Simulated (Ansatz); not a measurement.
# YS: relaxation and properties

An exercise on one series of results from a longer session: the logs are not shown, and one member is left open.

Method: DFT r2SCAN, scalar-relativistic, plane waves, PAW, in Ansatz 0.2.0.

### The system as given

Symmetry: Fm-3m, No. 225, cubic system. Conventional cell: a = 5.487 Å, b = 5.487 Å, c = 5.487 Å, α = 90.00°, β = 90.00°, γ = 90.00°. Y (site symmetry m-3m) is surrounded by 6 S at 2.74 Å. S (site symmetry m-3m) is surrounded by 6 Y at 2.74 Å.

As a file:

```xyz
2
Lattice="0.0000 2.7437 2.7437 2.7437 0.0000 2.7437 2.7437 2.7437 0.0000" Properties=species:S:1:pos:R:3 pbc="T T T"
Y     2.7437    2.7437    2.7437
S     0.0000    0.0000    0.0000
```

The structure comes from the Crystallography Open Database.

The first run:

(A quick probe on a coarse mesh, which set the mesh and smearing, is not shown.)

File input.yaml:

```yaml
crystal:
  lattice:
    - [0.0, 2.74365, 2.74365]
    - [2.74365, 0.0, 2.74365]
    - [2.74365, 2.74365, 0.0]
  atoms:
    - { symbol: "Y", position: [0.5, 0.5, 0.5] }
    - { symbol: S, position: [0.0, 0.0, 0.0] }
basis:
  ecutwfc: 500
kpoints:
  mp_grid: { grid: [14, 14, 14] }
hamiltonian:
  xc: r2scan
scf:
  occupations: { method: gaussian, width: 0.1 }
output:
  forces: true
  stress: true
  eigenvalues: true
  write_density: true
  write_potential: true
  elf: true
  volumetric_format: npy
relax:
  adjacent_minimum: "off"
  f_tol: 0.005
  max_steps: 80
  cell: { stress_tol: 0.05 }
```

The run is started by

```
ansatz run input.yaml --threads 1 --pin off --max-ram 2560MiB --backend cpu --events-out ev --progress --plain --runs-dir out
```

Among the steps run: Full relaxation; Bands, states and charges; Point at V/V0 = 0.97; The cell scaled to 1.03 of its volume; Point at V/V0 = 0.94; Volume × 1.06.

One table of the session follows, with a row left open; its other results are not shown here.

It belongs to the step «Fit of the equation of state». 

| volume (Å³/atom) | energy above the lowest point (meV/atom) | pressure (GPa) |
| --- | --- | --- |
| 19.830 | 26.2 | 7.03 |
| 20.463 | ? | ? |
| 21.095 | 0.0 | 0.00 |
| 21.728 | 5.6 | -2.76 |
| 22.361 | 21.3 | -5.11 |

**Question.** Estimate the row for volume (Å³/atom) = 20.463.

Worked estimate for «energy above the lowest point (meV/atom)». A straight line through the neighbours (19.830, 26.2) and (21.095, 0.0) gives 26.2 + (0.0 − 26.2) × (20.463 − 19.830) / (21.095 − 19.830) = 13.1; a parabola fitted to 3 rows on both sides gives 6.9.

As computed: energy above the lowest point (meV/atom): 6.2; pressure (GPa): 3.23. In «energy above the lowest point (meV/atom)» the line misses by +6.9 and the parabola by +0.7.

Limits of these values: Spin polarisation is off in the runs that give these values; a magnetic solution could lie lower.
